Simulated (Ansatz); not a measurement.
# PtGe: the cost of one run

Computed with Ansatz 0.2.0 (DFT r²SCAN, scalar-relativistic, plane waves, PAW, unless a step's input says otherwise).

**1. Starting point**

It takes space group Pnma (No. 62, orthorhombic). The conventional cell has a = 5.779 Å, b = 3.705 Å, c = 6.138 Å, α = 90.00°, β = 90.00°, γ = 90.00°. Ge (site symmetry m) has 6 Pt at 2.48 to 2.68 Å as nearest neighbours. Pt (site symmetry m) has 6 Ge at 2.48 to 2.68 Å as nearest neighbours.

Coordinates:

```cif
data_structure
_symmetry_space_group_name_H-M 'Pnma'
_symmetry_Int_Tables_number 62
_cell_length_a 5.7789
_cell_length_b 3.7054
_cell_length_c 6.1382
_cell_angle_alpha 90.000
_cell_angle_beta 90.000
_cell_angle_gamma 90.000
_cell_volume 131.44
loop_
_atom_site_label
_atom_site_type_symbol
_atom_site_symmetry_multiplicity
_atom_site_Wyckoff_symbol
_atom_site_fract_x
_atom_site_fract_y
_atom_site_fract_z
_atom_site_occupancy
Ge1 Ge 4 c 0.18706 0.25000 0.58651 1
Pt1 Pt 4 c 0.99713 0.25000 0.19384 1
```

An earlier run at r²SCAN left this cell at 16.430 Å³/atom and -0.06 GPa (6×10×6 mesh).

**2. Field gradients and densities at the nuclei**

input.yaml reads:

```yaml
crystal:
  lattice:
    - [5.778873244, 0.0, 0.0]
    - [0.0, 3.7053844398, 0.0]
    - [0.0, 0.0, 6.1381823711]
  atoms:
    - { symbol: Ge, position: [0.1870635474, 0.25, 0.5865098201] }
    - { symbol: Ge, position: [0.3129364526, 0.75, 0.0865098201] }
    - { symbol: Ge, position: [0.6870635474, 0.25, 0.9134901799] }
    - { symbol: Ge, position: [0.8129364526, 0.75, 0.4134901799] }
    - { symbol: Pt, position: [0.9971253416, 0.25, 0.1938355806] }
    - { symbol: Pt, position: [0.5028746584, 0.75, 0.6938355806] }
    - { symbol: Pt, position: [0.4971253416, 0.25, 0.3061644194] }
    - { symbol: Pt, position: [0.0028746584, 0.75, 0.8061644194] }
basis:
  ecutwfc: 500
  ecutrho_ratio: 4
kpoints:
  mp_grid: { grid: [6, 10, 6] }
hamiltonian:
  xc: r2scan
scf:
  occupations: { method: gaussian, width: 0.05 }
output:
  forces: true
  stress: true
  eigenvalues: true
  efg: { contact_densities: true, quadrupole_moments_barn: { Ge: -0.196 } }
```

Command:

```console
$ ansatz run input.yaml --threads 4 --pin off --max-ram 10240MiB --backend cpu --events-out ev --progress --plain --runs-dir out
```

Q: Estimate wall time and peak memory on 4 threads of Intel Xeon at 2.70GHz, shared host.

About 40 s, with a peak of 1.4 GiB.
